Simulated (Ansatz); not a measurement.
**Mo, 1 atoms: a performance study**

Wanted: the time that a single point at PBE takes for Mo, and which launch flags, input keys and shares of the machine shorten it.

Program: Ansatz 0.2.0 (single point, PBE, plane waves PAW). Host: AMD EPYC 7R13 (Zen 3), 96 cores, 96 hardware threads, 1656 GiB, 8 × H100 80GB HBM3, 81559 MiB; it was booked for these runs alone, one at a time. Each run is timed once from launch to exit, start-up included.

## 1. The system

The cell holds 1 atoms in 16 Å³.

## 2. Baseline

input.yaml reads:

```yaml
crystal:
  lattice:
    - [-1.583809, 1.583809, 1.583809]
    - [1.583809, -1.583809, 1.583809]
    - [1.583809, 1.583809, -1.583809]
  atoms:
    - { symbol: Mo, position: [0.000000, 0.000000, 0.000000] }
kpoints:
  mp_grid: { grid: [10, 10, 10] }
hamiltonian:
  xc: pbe
  pseudopotentials: { azcp: { folder: soft_1 } }
scf:
  occupations: { method: fermi_dirac, width: 0.1 }
output: { forces: true, stress: true }
```

Launch:

```bash
> ansatz run input.yaml --backend cuda --devices 1 --events-out ev --progress --plain --runs-dir out
```

## 3. Change: x lda

Edit input.yaml of step 2 so:

```diff
@@ -10,3 +10,3 @@
 hamiltonian:
-  xc: pbe
+  xc: lda
   pseudopotentials: { azcp: { folder: soft_1 } }
```

## 4. Change: f 4

Edit input.yaml of step 3 so:

```diff
@@ -10,3 +10,3 @@
 hamiltonian:
-  xc: lda
+  xc: r2scan
   pseudopotentials: { azcp: { folder: soft_1 } }
```

## 5. Change: f 6

Edit input.yaml of step 4 so:

```diff
@@ -10,6 +10,7 @@
 hamiltonian:
-  xc: r2scan
-  pseudopotentials: { azcp: { folder: soft_1 } }
+  xc: pbe
+  pseudopotentials: { kind: paw_fr, azcp: { folder: soft_1 } }
+magnetization: { noncollinear: true, spin_orbit: true }
 scf:
   occupations: { method: fermi_dirac, width: 0.1 }
-output: { forces: true, stress: true }
+output: { eigenvalues: true }
```

## 6. Change: f 3

input.yaml reads:

```yaml
crystal:
  lattice:
    - [-1.583809, 1.583809, 1.583809]
    - [1.583809, -1.583809, 1.583809]
    - [1.583809, 1.583809, -1.583809]
  atoms:
    - { symbol: Mo, position: [0.000000, 0.000000, 0.000000] }
kpoints:
  mp_grid: { grid: [10, 10, 10] }
  band_path: { path: [[0, 0, 0], [0.5, 0, 0], [0.5, 0.5, 0], [0, 0, 0], [0.5, 0.5, 0.5]], npoints: 15 }
hamiltonian:
  xc: pbe
  pseudopotentials: { azcp: { folder: soft_1 } }
scf:
  occupations: { method: fermi_dirac, width: 0.1 }
output: { eigenvalues: true, dos: {} }
```

## 7. Change: f 8

input.yaml reads:

```yaml
crystal:
  lattice:
    - [-1.583809, 1.583809, 1.583809]
    - [1.583809, -1.583809, 1.583809]
    - [1.583809, 1.583809, -1.583809]
  atoms:
    - { symbol: Mo, position: [0.000000, 0.000000, 0.000000] }
kpoints:
  mp_grid: { grid: [10, 10, 10] }
hamiltonian:
  xc: pbe
  pseudopotentials: { kind: all_electron, lapw: {} }
scf:
  occupations: { method: fermi_dirac, width: 0.1 }
output: { forces: true, stress: true }
```

## 8. Change: f 150

Edit input.yaml of step 7 so:

```diff
@@ -10,4 +10,4 @@
 hamiltonian:
-  xc: pbe
-  pseudopotentials: { kind: all_electron, lapw: {} }
+  xc: hse06
+  pseudopotentials: { azcp: { folder: soft_1 } }
 scf:
```

## 9. Change: f 20

Edit input.yaml of step 8 so:

```diff
@@ -10,3 +10,3 @@
 hamiltonian:
-  xc: hse06
+  xc: pbe
   pseudopotentials: { azcp: { folder: soft_1 } }
@@ -14,2 +14,2 @@
   occupations: { method: fermi_dirac, width: 0.1 }
-output: { forces: true, stress: true }
+phonons: { method: dfpt, qpoints: [[0, 0, 0]] }
```

(Steps that only read results are left out.)

Q: Predict the timings and the best choice. Wanted: reference; best change; worst change.

The runs gave:

```
    quantity                       value
   reference  1.7 s on 1 GPU, 48 threads
 best change       none beyond the noise
worst change    f 150: 4.1 times as slow
```

What this shows: Changes under about 18 % are taken as noise (0.3 s of jitter at start-up on so short a run). No change beats the defaults here. f 150 costs most. The figures hold for this build, input and host.
